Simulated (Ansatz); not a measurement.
**BH4NOSi: how energies converge with the basis set**

The task here is to estimate one member of a computed series from the others.

Program: Ansatz 0.2.0, Gaussian basis. Level of theory: one geometry, several basis sets. These are calculated values, not measurements.

Plan: PBE0-D4/def2-SVP; ωB97M-V/def2-SVP; PBE0-D4/def2-QZVPP; ωB97M-V/def2-QZVPP; the functionals' def2-TZVPP values are taken from earlier runs.

**Structure used throughout**

The geometry comes from an earlier relaxation with PBE0-D4 in a triple-zeta def2 set; it is a stationary point, not always the lowest conformer.

SMILES `N[SiH]1BO1`, 8 atoms, charge 0, spin multiplicity 1.

Atoms are counted from 1 here; the program's logs count them from 0.

Bond lengths: N1–Si2 1.693 Å, N1–H5 1.006 Å, N1–H6 1.005 Å, Si2–B3 1.889 Å, Si2–O4 1.750 Å, Si2–H7 1.478 Å, B3–O4 1.347 Å, B3–H8 1.192 Å. Angles: Si2–N1–H5 122.7°, Si2–N1–H6 123.1°, H5–N1–H6 112.8°, N1–Si2–B3 126.9°, N1–Si2–O4 118.9°, N1–Si2–H7 107.1°, B3–Si2–O4 43.2°, B3–Si2–H7 125.8°, O4–Si2–H7 108.9°, Si2–B3–O4 62.9°, Si2–B3–H8 166.9°, O4–B3–H8 130.1°, Si2–O4–B3 73.9°.

Set-up of the first run:

The input, in.yaml:

```yaml
crystal:
  periodic: [false, false, false]
  atoms:
    - {symbol: N, position_ang: [-0.994905, 1.113000, 0.227217]}
    - {symbol: Si, position_ang: [0.459573, 0.251172, 0.136415]}
    - {symbol: B, position_ang: [0.785688, -1.320883, -0.859131]}
    - {symbol: O, position_ang: [0.439798, -1.473508, 0.434157]}
    - {symbol: H, position_ang: [-1.260651, 1.645899, 1.038180]}
    - {symbol: H, position_ang: [-1.755249, 0.977169, -0.416225]}
    - {symbol: H, position_ang: [1.402431, 0.889136, 1.078515]}
    - {symbol: H, position_ang: [1.015617, -2.139186, -1.694928]}
basis:
  gaussian: {orbitals: def2-SVP}
hamiltonian: {xc: pbe0, dispersion: d4}
output: {orbitals: {seedname: orbitals}}
```

The run is started by

```console
ansatz run in.yaml --threads 2 --pin off --events-out ev --progress --plain --max-ram 4352MiB
```

Steps of the session up to this table: PBE0-D4 in def2-SVP; ωB97M-V in def2-SVP; PBE0-D4 in def2-QZVPP; ωB97M-V in def2-QZVPP.

One table of the session follows, with a row left open; its other results are not shown here.

It belongs to the step «Density functionals: the series». 

| functional | basis | HOMO (eV) |
| --- | --- | --- |
| PBE0-D4 | def2-SVP | -6.57 |
| PBE0-D4 | def2-TZVPP | -6.67 |
| PBE0-D4 | def2-QZVPP | -6.70 |
| ωB97M-V | def2-SVP | -8.71 |
| ωB97M-V | def2-TZVPP | -8.83 |
| ωB97M-V | def2-QZVPP | ? |

Q: Estimate the row for ωB97M-V, def2-QZVPP from the others.

As computed: HOMO (eV): -8.86. In the column «HOMO (eV)» it is the lowest.
